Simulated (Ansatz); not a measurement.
# CaO (Lime): the cost of one run

Program: Ansatz 0.2.0. Level of theory: DFT r2SCAN, scalar-relativistic, plane waves, PAW. These are calculated values, not measurements.

1 further run of the same task is left out (set aside as unsound or not needed).

### Step 1. The system as given

The structure is cubic, space group Fm-3m (No. 225). The conventional cell has a = 4.795 Å, b = 4.795 Å, c = 4.795 Å, α = 90.00°, β = 90.00°, γ = 90.00°. Ca (site symmetry m-3m) is surrounded by 6 O at 2.40 Å. O (site symmetry m-3m) is surrounded by 6 Ca at 2.40 Å.

As a file:

```xyz
2
Lattice="0.0000 2.3974 2.3974 2.3974 0.0000 2.3974 2.3974 2.3974 0.0000" Properties=species:S:1:pos:R:3 pbc="T T T"
Ca    0.0000    0.0000    0.0000
O     2.3974    2.3974    2.3974
```

This cell was relaxed beforehand with the same method: volume 13.78 Å³/atom, gap on the mesh 4.20 eV.

### Step 2. Electronic structure at the relaxed geometry

input.yaml reads:

```yaml
crystal:
  lattice:
    - [0.0, 2.3974452313, 2.3974452313]
    - [2.3974452313, 0.0, 2.3974452313]
    - [2.3974452313, 2.3974452313, 0.0]
  atoms:
    - { symbol: Ca, position: [0.0, 0.0, 0.0] }
    - { symbol: O, position: [0.5, 0.5, 0.5] }
basis:
  ecutwfc: 500
kpoints:
  mp_grid: { grid: [8, 8, 8] }
  band_path:
    path:
      - [[0.0, 0.0, 0.0], [0.5, 0.0, 0.5], [0.625, 0.25, 0.625]]
      - [[0.375, 0.375, 0.75], [0.0, 0.0, 0.0], [0.5, 0.5, 0.5], [0.5, 0.25, 0.75], [0.5, 0.0, 0.5]]
    npoints: 14
hamiltonian:
  xc: r2scan
scf:
  occupations: { method: gaussian, width: 0.02 }
  n_extra_bands: 6
output:
  forces: true
  stress: true
  eigenvalues: true
  populations: true
  dos: { projected: true, de: 0.02, nscf_kmesh: { grid: [12, 12, 12] } }
  bader: true
  write_density: true
  write_potential: true
  elf: true
  volumetric_format: npy
```

Started as:

```console
$ ansatz run input.yaml --threads 1 --pin off --max-ram 2560MiB --backend cpu --events-out ev --progress --plain --runs-dir out
```

What time and memory should one allow on 1 thread of Arm Neoverse V2, shared host?

About 11 s, with a peak of 0.34 GiB.
